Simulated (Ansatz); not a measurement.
# BBrF₂H₂OSi: basis-set convergence

An exercise on one series of results from a longer session: the logs are not shown, and one member is left open.

Method: one geometry, several basis sets; program: Ansatz 0.2.0, Gaussian basis.

Plan: PBE0-D4/def2-SVP; ωB97M-V/def2-SVP; PBE0-D4/def2-QZVPP; ωB97M-V/def2-QZVPP; the functionals' def2-TZVPP values are taken from earlier runs.

**Structure used throughout**

An earlier PBE0-D4 in a triple-zeta def2 set relaxation fixed the geometry.

SMILES `BO[Si](F)(F)Br`, 8 atoms, charge 0, spin multiplicity 1.

Atoms are counted from 1 here; the program's logs count them from 0.

Bond lengths: B1–O2 1.356 Å, B1–H7 1.195 Å, B1–H8 1.198 Å, O2–Si3 1.613 Å, Si3–F4 1.570 Å, Si3–F5 1.570 Å, Si3–Br6 2.174 Å. Angles: O2–B1–H7 117.2°, O2–B1–H8 119.8°, H7–B1–H8 123.0°, B1–O2–Si3 139.1°, O2–Si3–F4 108.2°, O2–Si3–F5 108.2°, O2–Si3–Br6 113.5°, F4–Si3–F5 107.8°, F4–Si3–Br6 109.5°, F5–Si3–Br6 109.5°.

Set-up of the first run:

in.yaml reads:

```yaml
crystal:
  periodic: [false, false, false]
  atoms:
    - {symbol: B, position_ang: [-0.482470, -1.526863, 0.263979]}
    - {symbol: O, position_ang: [0.316083, -0.451646, 0.475891]}
    - {symbol: Si, position_ang: [0.499985, 1.055980, -0.068458]}
    - {symbol: F, position_ang: [0.364947, 2.036361, 1.150682]}
    - {symbol: F, position_ang: [1.956357, 1.196361, -0.638704]}
    - {symbol: Br, position_ang: [-0.937528, 1.603351, -1.604319]}
    - {symbol: H, position_ang: [-0.265605, -2.505251, 0.914553]}
    - {symbol: H, position_ang: [-1.359770, -1.465194, -0.549224]}
basis:
  gaussian: {orbitals: def2-SVP}
hamiltonian: {xc: pbe0, dispersion: d4}
output: {orbitals: {seedname: orbitals}}
```

Steps of the session up to this table: PBE0-D4 in def2-SVP; ωB97M-V in def2-SVP; PBE0-D4 in def2-QZVPP; ωB97M-V in def2-QZVPP.

One table of the session follows, with a row left open; its other results are not shown here.

It belongs to the step «Density functionals: the series». 

```
functional       basis  HOMO (eV)
   PBE0-D4    def2-SVP      -9.10
   PBE0-D4  def2-TZVPP      -9.14
   PBE0-D4  def2-QZVPP      -9.16
   ωB97M-V    def2-SVP     -11.39
   ωB97M-V  def2-TZVPP          ?
   ωB97M-V  def2-QZVPP     -11.50
```

Estimate the missing values for ωB97M-V, def2-TZVPP.

As computed: HOMO (eV): -11.49. In the column «HOMO (eV)» it lies between ωB97M-V, def2-QZVPP (-11.50) and ωB97M-V, def2-SVP (-11.39).
